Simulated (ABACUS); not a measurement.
The system is HPbNO4.

```xyz
7
Lattice="3.8571 0.0018 -0.0366 0.1735 4.3344 -0.0165 0.7580 0.8387 5.8766" Properties=species:S:1:pos:R:3 pbc="T T T"
H     2.6784    4.0493    1.1289
Pb    3.2640    2.7055    5.3570
N     3.1776    1.4531    2.9117
O     1.3252    2.6900    4.5562
O     2.9731    4.6255    2.8902
O     2.3661    4.0462    0.1903
O     3.3249    2.1006    1.8421
```

The cell was built by a generator and needn't be a form met in nature.

Base run:

```yaml
Program: ABACUS 3.10.1
Functional: PBE
Potentials_or_basis: PseudoDojo NC SR 0.4.1 PBE standard
Cutoff: 1143 eV
Density_cutoff: 4572 eV
Basis: plane waves
k_mesh: 7 × 6 × 5
Occupations: fermi-dirac, width 0.05 eV
Spin: no spin polarisation
```

Its results: band gap on the k mesh 0.35 eV, indirect (least direct gap 0.57 eV); pressure 0.3 GPa; largest force 0.196 eV/Å.

Q: The run is repeated on the same cell with these changes: cutoff from 1143 eV to 1361 eV; density cutoff from 4572 eV to 5442 eV; basis from plane waves to TZDP LCAO (the cutoffs set its grid). What comes out?

A: Band gap on the k mesh 0.35 eV, indirect (least direct gap 0.57 eV); pressure 1.4 GPa; largest force 0.835 eV/Å.

Caveats: spin-orbit coupling is left out, which as a rule narrows the gap of such compounds by several tenths of an eV; an odd mesh through Γ misses points on the zone boundary, where band edges often lie; there are fewer bands than atomic start orbitals, so a level may be missed at k points of high symmetry (some runs); the atomic orbitals were generated for these runs and aren't a published set (some runs); the basis of atomic orbitals isn't converged, which shifts pressures, moduli and gaps (some runs).

Not every run made on this cell is shown here.
